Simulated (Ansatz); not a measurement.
# NH₂Br (triplet): wave-function methods side by side at distance Br1–H2 along a hydrogen transfer = 1.694 Å, cc-pVTZ

Aim: climb from Hartree-Fock through coupled cluster and multireference methods for NH₂Br (triplet) at one geometry and basis, and see what each rung misses.

Method: cc-pVTZ, core rule «outside noble gas», up to 15 orbitals frozen; program: Ansatz 0.2.0, Gaussian basis.

The runs, in order: UHF; CCSD(T) on ROHF; CCSD(T) on UHF; BCCD(T) on ROHF; CCSDT(Q) on ROHF; CCSDT(Q) on UHF; CASSCF and NEVPT2, 4 electrons in 4 orbitals; CASSCF and NEVPT2, 14 electrons in 10 orbitals.

**1. The geometry**

The geometry derives from fragments relaxed apart (PBE0/def2-TZVP) and kept rigid, so it is no stationary point. A hydrogen atom is moved between rigid fragments. No spin-orbit coupling is included. The filled d shell of Br may be among the frozen orbitals whatever the setting's name suggests; the logs give the count.

4 atoms, charge 0, spin multiplicity 3.

Atoms are counted from 1 here; the program's logs count them from 0.

Bond lengths: Br1–H2 1.694 Å, H2–N3 1.150 Å, N3–H4 1.040 Å. Angles: Br1–H2–N3 180.0°, H2–N3–H4 105.0°.

In the tables R marks a restricted open-shell determinant and U an unrestricted one; 'pair' is the active space of 4 electrons in 4 orbitals; 'valence' is the active space of 14 electrons in 10 orbitals; energies count from the table's Hartree-Fock row.

**2. UHF**

Input file in.yaml:

```yaml
crystal:
  periodic: [false, false, false]
  atoms:
    - {symbol: Br, position_ang: [-1.912770, 0.251057, 0.000000]}
    - {symbol: H, position_ang: [-0.218770, 0.251057, 0.000000]}
    - {symbol: N, position_ang: [0.931230, 0.251057, 0.000000]}
    - {symbol: H, position_ang: [1.200311, -0.753170, 0.000000]}
basis:
  gaussian: {orbitals: cc-pVTZ}
magnetization: {spin_polarized: true, initial_magnetization: 2}
hamiltonian: {xc: hf}
output: {orbitals: {seedname: orbitals}}
```

The run is started by

```bash
$ ansatz run in.yaml --threads 1 --pin off --events-out ev --progress --plain --max-ram 4096MiB --backend cpu
```

Standard output:

```text
Functional definition: HF
  name "HF"
  cite "Fock, Z. Phys. 61, 126 (1930) doi:10.1007/BF01340294"
  parent pbe
  exchange = exact_x
  correlation = 0
831 factors; their error is unknown
mean field evaluation 1: about -71509.1023 eV, gradient 1.2e1 eV
mean field evaluation 2: about -71510.2306 eV, gradient 5.0e0 eV
mean field evaluation 4: about -71510.5374 eV, gradient 9.4e-1 eV
mean field evaluation 8: about -71510.5615 eV, gradient 2.4e-1 eV
mean field evaluation 16: about -71511.4878 eV, gradient 1.6e-3 eV
mean field evaluation 32: about -71510.5824 eV, gradient 1.0e0 eV
mean field evaluation 64: about -71511.4433 eV, gradient 6.6e-1 eV
mean field evaluation 96: about -71511.0851 eV, gradient 2.1e0 eV
mean field evaluation 128: about -71510.5372 eV, gradient 9.4e-1 eV
mean field -71511.48781881 eV, -2627.9987051139 hartree, gradient 1.1e-5 eV, S^2 2.061055; 2 other end points of the search recorded, 0 dependent functions left out
reference -71511.48781881 eV, -2627.9987051139 hartree; 23, 21 occupied and 78, 80 virtual orbitals, 831 factors
Total energy: -71511.48781881 eV, -2627.9987051139 hartree
```

Run time: 5.5 s. Hardware: 1 thread of AMD EPYC 7R13, shared host.

From the report: ⟨S²⟩ of the determinant 2.061 (pure triplet: 2.00).

**3. CCSD(T) on ROHF**

Edit in.yaml of step 2 so:

```diff
@@ -9,4 +9,4 @@
   gaussian: {orbitals: cc-pVTZ}
-magnetization: {spin_polarized: true, initial_magnetization: 2}
-hamiltonian: {xc: hf}
-output: {orbitals: {seedname: orbitals}}
+magnetization: {spin_polarized: false, initial_magnetization: 2}
+correlation: {method: ccsd_t, electrons: outside_noble_gas}
+output: {forces: true}
```

The run is started by

```bash
$ ansatz run in.yaml --threads 2 --pin off --events-out ev --progress --plain --max-ram 24576MiB --backend cuda --devices 0, --max-vram 18GiB
```

Standard output, shortened:

```text
Functional definition: HF
  name "HF"
  cite "Fock, Z. Phys. 61, 126 (1930) doi:10.1007/BF01340294"
  parent pbe
[...]
619 factors; integrals over basis functions are off by at most 1.2e-3 eV
[...]
mean field -71510.98376875 eV, -2627.9801816160 hartree, gradient 5.2e-6 eV, S^2 2.000000; 17 other end points of the search recorded, 0 dependent functions left out
[...]
determinant -71510.98376875 eV, -2627.9801816160 hartree, with singles and doubles -71521.63482572 eV, -2628.3716007399 hartree
determinant -71510.24076281 eV, -2627.9528766510 hartree, with singles and doubles -71520.59924952 eV, -2628.3335440165 hartree
determinant -71510.21114333 eV, -2627.9517881554 hartree, with singles and doubles -71520.55642730 eV, -2628.3319703288 hartree
determinant -71508.58407609 eV, -2627.8919945373 hartree, with singles and doubles -71518.86297416 eV, -2628.2697370740 hartree
[...]
15 core orbitals not correlated: weight in the atoms' cores, before any rotation towards them, 1.000 or more for the frozen orbitals, at most 0.000 for the correlated occupied ones
reference -71510.98376875 eV, -2627.9801816160 hartree; 8, 6 occupied and 78, 80 virtual orbitals, 619 factors
second order -9.49497711 eV of doubles, -0.24789404 eV of singles
cycle   1  -10.55446376 eV  change   -6.0e-1 eV  update   1.6e-2
[...]
cycle  18  -10.57297937 eV  change    1.9e-8 eV  update   3.0e-7
perturbative correction -0.38636761 eV, -0.0141987478 hartree
[...]
Total energy: -71521.94311574 eV, -2628.3829301891 hartree
Atom 0 at    -1.912770     0.251057     0.000000 Å, force    -0.673121    -0.173115    -0.000000 eV/Å
Atom 1 at    -0.218770     0.251057     0.000000 Å, force     0.854382     0.254552     0.000000 eV/Å
Atom 2 at     0.931230     0.251057     0.000000 Å, force     0.065305    -0.259835    -0.000000 eV/Å
Atom 3 at     1.200311    -0.753170     0.000000 Å, force    -0.246566     0.178398     0.000000 eV/Å
Dipole moment:     0.251965    -0.285259     0.000000 e Å
```

It took 45 s on 1 × H100 (card shared with other runs) with 2 threads of AMD EPYC 7R13, shared host; peak host memory 0.99 GiB.

From the report: correlation -10.9593 eV; T1 0.026; largest double amplitude 0.05.

**4. CCSD(T) on UHF**

Edit in.yaml of step 3 so:

```diff
@@ -9,3 +9,3 @@
   gaussian: {orbitals: cc-pVTZ}
-magnetization: {spin_polarized: false, initial_magnetization: 2}
+magnetization: {spin_polarized: true, initial_magnetization: 2}
 correlation: {method: ccsd_t, electrons: outside_noble_gas}
```

Launched as before.

Standard output, shortened:

```text
Functional definition: HF
  name "HF"
  cite "Fock, Z. Phys. 61, 126 (1930) doi:10.1007/BF01340294"
  parent pbe
[...]
619 factors; integrals over basis functions are off by at most 1.2e-3 eV
[...]
mean field -71511.48853171 eV, -2627.9987313123 hartree, gradient 4.8e-6 eV, S^2 2.061055; 12 other end points of the search recorded, 0 dependent functions left out
determinant -71511.48853171 eV, -2627.9987313123 hartree, with singles and doubles -71521.63004469 eV, -2628.3714250402 hartree
determinant -71510.50293129 eV, -2627.9625111652 hartree, with singles and doubles -71520.59915485 eV, -2628.3335405374 hartree
determinant -71510.47232198 eV, -2627.9613862936 hartree, with singles and doubles -71520.55677044 eV, -2628.3319829392 hartree
determinant -71508.79108801 eV, -2627.8996020847 hartree, with singles and doubles -71518.98372962 eV, -2628.2741747552 hartree
15 core orbitals not correlated: weight in the atoms' cores, before any rotation towards them, 1.000 or more for the frozen orbitals, at most 0.000 for the correlated occupied ones
reference -71511.48853171 eV, -2627.9987313123 hartree; 8, 6 occupied and 78, 80 virtual orbitals, 619 factors
second order -9.09028697 eV of doubles, -0.00000000 eV of singles
cycle   1  -10.06456529 eV  change   -6.2e-1 eV  update   1.6e-2
[...]
cycle  16  -10.08496437 eV  change   -1.3e-7 eV  update   4.6e-7
perturbative correction -0.36821904 eV, -0.0135318001 hartree
[...]
Total energy: -71521.94171511 eV, -2628.3828787170 hartree
Atom 0 at    -1.912770     0.251057     0.000000 Å, force    -0.687401    -0.171986    -0.000000 eV/Å
Atom 1 at    -0.218770     0.251057     0.000000 Å, force     0.900801     0.250298     0.000000 eV/Å
Atom 2 at     0.931230     0.251057     0.000000 Å, force     0.035528    -0.259280    -0.000000 eV/Å
Atom 3 at     1.200311    -0.753170     0.000000 Å, force    -0.248928     0.180967     0.000000 eV/Å
Dipole moment:     0.248103    -0.285284     0.000000 e Å
```

Run time: 15 s. Hardware: 1 × H100 (card shared with other runs) with 2 threads of AMD EPYC 7R13, shared host; peak host memory 0.98 GiB.

From the report: ⟨S²⟩ of the determinant 2.061 (pure triplet: 2.00); correlation -10.4532 eV; T1 0.018; largest double amplitude 0.05.

**5. BCCD(T) on ROHF**

Edit in.yaml of step 4 so:

```diff
@@ -9,4 +9,3 @@
   gaussian: {orbitals: cc-pVTZ}
-magnetization: {spin_polarized: true, initial_magnetization: 2}
-correlation: {method: ccsd_t, electrons: outside_noble_gas}
-output: {forces: true}
+magnetization: {spin_polarized: false, initial_magnetization: 2}
+correlation: {method: bccd_t, electrons: outside_noble_gas}
```

Launched as before.

Standard output, shortened:

```text
Functional definition: HF
  name "HF"
  cite "Fock, Z. Phys. 61, 126 (1930) doi:10.1007/BF01340294"
  parent pbe
[...]
619 factors; integrals over basis functions are off by at most 1.2e-3 eV
[...]
mean field -71510.98376875 eV, -2627.9801816160 hartree, gradient 5.2e-6 eV, S^2 2.000000; 17 other end points of the search recorded, 0 dependent functions left out
[...]
determinant -71510.98376875 eV, -2627.9801816160 hartree, with singles and doubles -71521.63482572 eV, -2628.3716007399 hartree
determinant -71510.24076281 eV, -2627.9528766510 hartree, with singles and doubles -71520.59924952 eV, -2628.3335440165 hartree
determinant -71510.21114333 eV, -2627.9517881554 hartree, with singles and doubles -71520.55642730 eV, -2628.3319703288 hartree
determinant -71508.58407609 eV, -2627.8919945373 hartree, with singles and doubles -71518.86297416 eV, -2628.2697370740 hartree
determinant -71508.51720805 eV, -2627.8895371819 hartree, with singles and doubles -71518.98214414 eV, -2628.2741164901 hartree
determinant -71508.26292814 eV, -2627.8801925676 hartree, with singles and doubles -71518.71616216 eV, -2628.2643418326 hartree
15 core orbitals not correlated: weight in the atoms' cores, before any rotation towards them, 1.000 or more for the frozen orbitals, at most 0.000 for the correlated occupied ones
reference -71510.98376875 eV, -2627.9801816160 hartree; 8, 6 occupied and 78, 80 virtual orbitals, 619 factors
second order -9.49497711 eV of doubles, -0.24789404 eV of singles
cycle   1  -10.55812276 eV  change   -6.1e-1 eV  update   1.8e-2
[...]
cycle  14  -10.57162915 eV  change    8.0e-6 eV  update   1.1e-5
perturbative correction -0.38629874 eV, -0.0141962170 hartree
Total energy: -71521.94169665 eV, -2628.3828780387 hartree
```

It took 19 s on 1 × H100 (card shared with other runs) with 2 threads of AMD EPYC 7R13, shared host; peak host memory 0.8 GiB.

From the report: correlation -10.9579 eV; largest double amplitude 0.05.

**6. CCSDT(Q) on ROHF**

Edit in.yaml of step 5 so:

```diff
@@ -10,2 +10,2 @@
 magnetization: {spin_polarized: false, initial_magnetization: 2}
-correlation: {method: bccd_t, electrons: outside_noble_gas}
+correlation: {method: ccsdt_q, electrons: outside_noble_gas}
```

Launched as before.

Standard output, shortened:

```text
Functional definition: HF
  name "HF"
  cite "Fock, Z. Phys. 61, 126 (1930) doi:10.1007/BF01340294"
  parent pbe
[...]
1204 factors; integrals over basis functions are off by at most 1.8e-7 eV
[...]
mean field -71510.98381069 eV, -2627.9801831569 hartree, gradient 5.5e-6 eV, S^2 2.000000; 17 other end points of the search recorded, 0 dependent functions left out
[...]
determinant -71510.98381069 eV, -2627.9801831569 hartree, with singles and doubles -71521.63489854 eV, -2628.3716034161 hartree
determinant -71510.24080158 eV, -2627.9528780758 hartree, with singles and doubles -71520.59932067 eV, -2628.3335466312 hartree
determinant -71510.21118063 eV, -2627.9517895262 hartree, with singles and doubles -71520.55649432 eV, -2628.3319727919 hartree
determinant -71508.58412137 eV, -2627.8919962011 hartree, with singles and doubles -71518.86304709 eV, -2628.2697397541 hartree
determinant -71508.51725614 eV, -2627.8895389493 hartree, with singles and doubles -71518.98223849 eV, -2628.2741199570 hartree
determinant -71508.26297700 eV, -2627.8801943632 hartree, with singles and doubles -71518.71625380 eV, -2628.2643452002 hartree
15 core orbitals not correlated: weight in the atoms' cores, before any rotation towards them, 1.000 or more for the frozen orbitals, at most 0.000 for the correlated occupied ones
reference -71510.98381069 eV, -2627.9801831569 hartree; 8, 6 occupied and 78, 80 virtual orbitals, 1204 factors
second order -9.49501819 eV of doubles, -0.24789327 eV of singles
cycle   1  -10.27086107 eV  change   -5.2e-1 eV  update   8.0e-2
[...]
cycle  26  -10.98697643 eV  change   -1.0e-7 eV  update   5.1e-7
perturbative correction -0.01865299 eV, -0.0006854846 hartree
Total energy: -71521.98944010 eV, -2628.3846325780 hartree
```

It took 45 s on 1 × H100 (card shared with other runs) with 2 threads of AMD EPYC 7R13, shared host; peak host memory 1.2 GiB.

From the report: correlation -11.0056 eV; T1 0.028; largest double amplitude 0.05.

**7. CCSDT(Q) on UHF**

Edit in.yaml of step 6 so:

```diff
@@ -9,3 +9,3 @@
   gaussian: {orbitals: cc-pVTZ}
-magnetization: {spin_polarized: false, initial_magnetization: 2}
+magnetization: {spin_polarized: true, initial_magnetization: 2}
 correlation: {method: ccsdt_q, electrons: outside_noble_gas}
```

Same command.

Standard output, shortened:

```text
Functional definition: HF
  name "HF"
  cite "Fock, Z. Phys. 61, 126 (1930) doi:10.1007/BF01340294"
  parent pbe
[...]
1204 factors; integrals over basis functions are off by at most 1.8e-7 eV
[...]
mean field -71511.48857327 eV, -2627.9987328396 hartree, gradient 1.8e-6 eV, S^2 2.061055; 12 other end points of the search recorded, 0 dependent functions left out
determinant -71511.48857327 eV, -2627.9987328396 hartree, with singles and doubles -71521.63011899 eV, -2628.3714277706 hartree
determinant -71510.50296901 eV, -2627.9625125514 hartree, with singles and doubles -71520.59922689 eV, -2628.3335431848 hartree
determinant -71510.47235813 eV, -2627.9613876223 hartree, with singles and doubles -71520.55683936 eV, -2628.3319854720 hartree
determinant -71508.79114121 eV, -2627.8996040400 hartree, with singles and doubles -71518.98382246 eV, -2628.2741781672 hartree
15 core orbitals not correlated: weight in the atoms' cores, before any rotation towards them, 1.000 or more for the frozen orbitals, at most 0.000 for the correlated occupied ones
reference -71511.48857327 eV, -2627.9987328396 hartree; 8, 6 occupied and 78, 80 virtual orbitals, 1204 factors
second order -9.09032603 eV of doubles, -0.00000000 eV of singles
cycle   1  -9.74894277 eV  change   -6.6e-1 eV  update   8.1e-2
[...]
cycle  24  -10.48646847 eV  change    4.7e-7 eV  update   1.3e-6
perturbative correction -0.01785525 eV, -0.0006561683 hartree
Total energy: -71521.99289699 eV, -2628.3847596162 hartree
```

It took 48 s on 1 × H100 (card shared with other runs) with 2 threads of AMD EPYC 7R13, shared host; peak host memory 1.1 GiB.

From the report: ⟨S²⟩ of the determinant 2.061 (pure triplet: 2.00); correlation -10.5043 eV; T1 0.020; largest double amplitude 0.06.

**8. CASSCF and NEVPT2, 4 electrons in 4 orbitals**

Edit in.yaml of step 7 so:

```diff
@@ -9,3 +9,3 @@
   gaussian: {orbitals: cc-pVTZ}
-magnetization: {spin_polarized: true, initial_magnetization: 2}
-correlation: {method: ccsdt_q, electrons: outside_noble_gas}
+magnetization: {spin_polarized: false, initial_magnetization: 2}
+correlation: {method: sc_nevpt2, electrons: outside_noble_gas, active_space: {window: {electrons: 4, orbitals: 4}}}
```

Same command.

Standard output, shortened:

```text
Functional definition: HF
  name "HF"
  cite "Fock, Z. Phys. 61, 126 (1930) doi:10.1007/BF01340294"
  parent pbe
[...]
619 factors; integrals over basis functions are off by at most 1.2e-3 eV
[...]
mean field -71510.98376875 eV, -2627.9801816160 hartree, gradient 5.2e-6 eV, S^2 2.000000; 15 other end points of the search recorded, 0 dependent functions left out
reference -71510.98376875 eV, -2627.9801816160 hartree; 23, 21 occupied and 78, 80 virtual orbitals, 619 factors
state -71511.79207767 eV, -2628.0098864207 hartree
state -71511.79207767 eV, -2628.0098864207 hartree; corrected -71520.65814965 eV, -2628.3357085564 hartree
Total energy: -71520.65814965 eV, -2628.3357085564 hartree
```

Wall time 18 s (1 × H100 (card shared with other runs) with 2 threads of AMD EPYC 7R13, shared host); peak host memory 0.77 GiB.

From the report: 18 determinants; active occupations 1.96, 1.00, 1.00, 0.04.

**9. CASSCF and NEVPT2, 14 electrons in 10 orbitals**

Edit in.yaml of step 8 so:

```diff
@@ -10,2 +10,2 @@
 magnetization: {spin_polarized: false, initial_magnetization: 2}
-correlation: {method: sc_nevpt2, electrons: outside_noble_gas, active_space: {window: {electrons: 4, orbitals: 4}}}
+correlation: {method: sc_nevpt2, electrons: outside_noble_gas, active_space: {window: {electrons: 14, orbitals: 10}, shells: [{species: Br, l: s, shell: 4}, {species: Br, l: p, shell: 4}, {species: H, l: s, shell: 1}, {species: "N", l: s, shell: 2}, {species: "N", l: p, shell: 2}]}}
```

The command is unchanged.

Standard output, shortened:

```text
Functional definition: HF
  name "HF"
  cite "Fock, Z. Phys. 61, 126 (1930) doi:10.1007/BF01340294"
  parent pbe
[...]
1204 factors; integrals over basis functions are off by at most 1.8e-7 eV
[...]
mean field -71510.98381069 eV, -2627.9801831569 hartree, gradient 5.5e-6 eV, S^2 2.000000; 15 other end points of the search recorded, 0 dependent functions left out
reference -71510.98381069 eV, -2627.9801831569 hartree; 23, 21 occupied and 78, 80 virtual orbitals, 1204 factors
state -71512.75754660 eV, -2628.0453667493 hartree
state -71512.75754660 eV, -2628.0453667493 hartree; corrected -71520.12207209 eV, -2628.3160080694 hartree
Total energy: -71520.12207209 eV, -2628.3160080694 hartree
Checks for a lower state left out: starts, orbital_swaps
```

Run time: 9.5 s. Hardware: 1 × H100 (card shared with other runs) with 2 threads of AMD EPYC 7R13, shared host; peak host memory 0.8 GiB.

From the report: 7,168 determinants; active occupations 2.00, 2.00, 2.00, 1.99, 1.97, 1.96, 1.00, 1.00, 0.04, 0.03.

**10. How many determinants matter**

Natural occupations of the CASSCF valence state about the gap (report; correlated orbitals 4 to 10): 1.993, 1.973, 1.962, 1.004, 1.001, 0.040, 0.028. The count of effectively unpaired electrons, Σ n²(2 − n)², is 2.02; a single determinant of this spin has 2.

**11. Misses and costs**

The yardstick is UCCSDT(Q), where the cluster series has nearly closed. Rows without a time come out of other runs: HF, MP2 and CCSD of CCSD(T), CCSDT of CCSDT(Q), CASSCF and MRCISD of the multireference runs. The times of RCCSD(T), UCCSD(T) include forces.

Differences are taken before rounding.

| method | energy from the lowest RHF (kcal/mol) | from UCCSDT(Q) (kcal/mol) | time |
| --- | --- | --- | --- |
| RHF | 0.00 | +253.88 |  |
| UHF | -11.64 | +242.24 |  |
| RMP2 | -224.68 | +29.20 |  |
| UMP2 | -221.27 | +32.61 |  |
| RCCSD | -243.82 | +10.06 |  |
| UCCSD | -244.20 | +9.67 |  |
| RCCSD(T) | -252.73 | +1.15 | 45 s |
| UCCSD(T) | -252.70 | +1.18 | 15 s |
| BCCD(T) | -252.70 | +1.18 | 19 s |
| RCCSDT | -253.37 | +0.51 |  |
| UCCSDT | -253.46 | +0.41 |  |
| RCCSDT(Q) | -253.80 | +0.08 | 45 s |
| UCCSDT(Q) | -253.88 | 0 | 48 s |
| CASSCF pair | -18.64 | +235.24 |  |
| NEVPT2 pair | -223.10 | +30.78 | 18 s |
| CASSCF valence | -40.90 | +212.97 |  |
| NEVPT2 valence | -210.73 | +43.14 | 9.5 s |

Among the levels timed on like hardware and quicker than the yardstick, those that no quicker one beats, quickest first: NEVPT2 valence (9.5 s, +43.14 kcal/mol); UCCSD(T) (15 s, +1.18 kcal/mol); RCCSD(T) (45 s, +1.15 kcal/mol); RCCSDT(Q) (45 s, +0.08 kcal/mol).

**12. What came out**

```
                         quantity                      value
   UCCSDT(Q) below the RHF energy                -11.0091 eV
              RMP2 from UCCSDT(Q)            +29.20 kcal/mol
              UMP2 from UCCSDT(Q)            +32.61 kcal/mol
             RCCSD from UCCSDT(Q)            +10.06 kcal/mol
          RCCSD(T) from UCCSDT(Q)             +1.15 kcal/mol
          UCCSD(T) from UCCSDT(Q)             +1.18 kcal/mol
         RCCSDT(Q) from UCCSDT(Q)             +0.08 kcal/mol
       NEVPT2 pair from UCCSDT(Q)            +30.78 kcal/mol
    NEVPT2 valence from UCCSDT(Q)            +43.14 kcal/mol
levels within 1 kcal/mol (43 meV)  RCCSDT, UCCSDT, RCCSDT(Q)
                    T1 diagnostic                      0.026
   effectively unpaired electrons                       2.02
```

What this shows: RCCSD(T) lands +1.15 kcal/mol from the yardstick (0.5 % of the correlation energy). One determinant dominates. Of the multireference levels listed NEVPT2 pair comes nearest in total energy (+30.78 kcal/mol), which doesn't show that its space is the better one. These misses are within one basis, not against nature; the frozen cores of restricted and unrestricted runs differ, which can shift their rows.

For cost: RCCSDT(Q) gets within 0.08 kcal/mol in 45 s, where UCCSDT(Q) took 48 s; the quickest level in the cost chart, NEVPT2 valence, takes 9.5 s and misses by 43.14 kcal/mol.
